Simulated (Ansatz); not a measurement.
# HfSi (quintet): from Hartree-Fock to the top rungs, def2-TZVPP

The task here is to estimate one member of a computed series from the others.

Computed with Ansatz 0.2.0, Gaussian basis. Level: def2-TZVPP, core rule «outside noble gas», up to 9 orbitals frozen.

The runs, in order: UHF; CCSD(T) on ROHF; CCSD(T) on UHF; CCSDT(Q) on ROHF; CCSDT(Q) on UHF.

17 further runs of the same task are left out: 11 for a known fault of the program, 6 set aside as unsound or not needed.

### What is computed

The geometry is a PBE0/def2-TZVP stationary point (not a proven minimum) of the parent state, kept for this charge and spin. No spin-orbit coupling is included. Elements past krypton take def2 core potentials.

2 atoms, charge 0, spin multiplicity 5.

Atoms are counted from 1 here; the program's logs count them from 0.

Bond lengths: Hf1–Si2 2.399 Å.

The first run:

File in.yaml:

```yaml
crystal:
  periodic: [false, false, false]
  atoms:
    - {symbol: Hf, position_ang: [0.000000, 0.000000, 0.000000]}
    - {symbol: Si, position_ang: [0.000000, 0.000000, 2.398800]}
basis:
  gaussian: {orbitals: def2-TZVPP}
magnetization: {spin_polarized: true, initial_magnetization: 4}
hamiltonian: {xc: hf}
output: {orbitals: {seedname: orbitals}}
```

Started as:

```sh
$ ansatz run in.yaml --threads 1 --pin off --events-out ev --progress --plain --max-ram 4096MiB --backend cpu
```

Steps of the session up to this table: UHF; CCSD(T) on ROHF; CCSD(T) on UHF; CCSDT(Q) on ROHF; CCSDT(Q) on UHF.

One of the session's tables, all rows but one given; the rest of the session is left out.

It belongs to the step «Misses and costs». 

| method | from RCCSDT(Q) (kJ/mol) |
| --- | --- |
| ROHF | +495.2 |
| UHF | +447.7 |
| RMP2 | +97.1 |
| UMP2 | +115.2 |
| RCCSD | +42.6 |
| UCCSD | +32.9 |
| RCCSD(T) | +7.3 |
| UCCSD(T) | +3.1 |
| RCCSDT | +3.1 |
| UCCSDT | ? |
| RCCSDT(Q) | 0 |
| UCCSDT(Q) | -6.8 |

Estimate the missing values for UCCSDT.

**Answer.** from RCCSDT(Q) (kJ/mol): -3.7. In the column «from RCCSDT(Q) (kJ/mol)» it lies between UCCSDT(Q) (-6.8) and RCCSDT(Q) (0).

To keep in mind: Warnings: spin contamination; large T1 diagnostic. Restricted and unrestricted rows rest on different reference determinants; where their highest levels disagree by more than a few hundredths of an eV, they describe different states and don't form one ladder.
